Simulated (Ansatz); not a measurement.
# NbTe8Mo3: the cost of one run

Computed with Ansatz 0.2.0 (DFT PBE, scalar-relativistic, plane waves, PAW, unless a step's input says otherwise).

1 further run of the same task is left out (it didn't finish).

## 1. The system as given

Symmetry: P-6m2, No. 187, hexagonal system. The conventional cell has a = 2.729 Å, b = 2.729 Å, c = 53.738 Å, α = 90.00°, β = 90.00°, γ = 120.00°. Nb (site symmetry -6m2) has 6 Te at 2.09 Å as nearest neighbours. Around Te (site symmetry 3m) lie 3 Mo at 2.09 Å. Around Te (site symmetry 3m) lie 3 Nb at 2.09 Å. Mo (site symmetry 3m) is surrounded by 6 Te at 2.09 Å. Mo (site symmetry -6m2) is surrounded by 6 Te at 2.09 Å.

Coordinates:

```
Nb Te Mo
1.0
     2.72938    0.00000    0.00000
    -1.36469    2.36371    0.00000
     0.00000    0.00000   53.73782
Nb Te Mo
1 8 3
Cartesian
  0.0000 0.0000 0.0000
  0.0000 1.5758 12.0622
  0.0000 1.5758 25.4967
  0.0000 1.5758 38.9311
  0.0000 1.5758 52.3656
  0.0000 1.5758 1.3723
  0.0000 1.5758 14.8067
  0.0000 1.5758 28.2412
  0.0000 1.5758 41.6756
  0.0000 0.0000 13.4345
  0.0000 0.0000 26.8689
  0.0000 0.0000 40.3034
```

The start is an ordering of an alloy on its end members' structure types: elements ordered on the sites of the Te2Mo type, Nb/Mo on Mo (P-6m2, No. 187).

## 2. A first look at the guess

Contents of input.yaml:

```yaml
crystal:
  lattice:
    - [2.72937882, 0.0, 0.0]
    - [-1.36468941, 2.36371139, 0.0]
    - [0.0, 0.0, 53.73782408]
  atoms:
    - { symbol: Nb, position: [0.0, 0.0, 0.0] }
    - { symbol: Te, position: [0.33333333, 0.66666667, 0.22446387] }
    - { symbol: Te, position: [0.33333333, 0.66666667, 0.47446387] }
    - { symbol: Te, position: [0.33333333, 0.66666667, 0.72446387] }
    - { symbol: Te, position: [0.33333333, 0.66666667, 0.97446387] }
    - { symbol: Te, position: [0.33333333, 0.66666667, 0.02553613] }
    - { symbol: Te, position: [0.33333333, 0.66666667, 0.27553613] }
    - { symbol: Te, position: [0.33333333, 0.66666667, 0.52553613] }
    - { symbol: Te, position: [0.33333333, 0.66666667, 0.77553613] }
    - { symbol: Mo, position: [0.0, 0.0, 0.25] }
    - { symbol: Mo, position: [0.0, 0.0, 0.5] }
    - { symbol: Mo, position: [0.0, 0.0, 0.75] }
basis:
  ecutwfc: 420
kpoints:
  mp_grid: { grid: [6, 6, 1] }
hamiltonian:
  xc: pbe
scf:
  occupations: { method: gaussian, width: 0.1 }
  lower_state_search: "off"
output:
  forces: true
  stress: true
  eigenvalues: true
```

Launch:

```sh
> ansatz run input.yaml --threads 4 --pin off --max-ram 8192MiB --backend cpu --events-out ev --progress --plain --runs-dir out
```

**Question.** How long does this run take on 4 threads of AMD EPYC 9R45 (Zen 5), shared host, and how much memory does it need?

About 7.9 s, with a peak of 1.2 GiB.
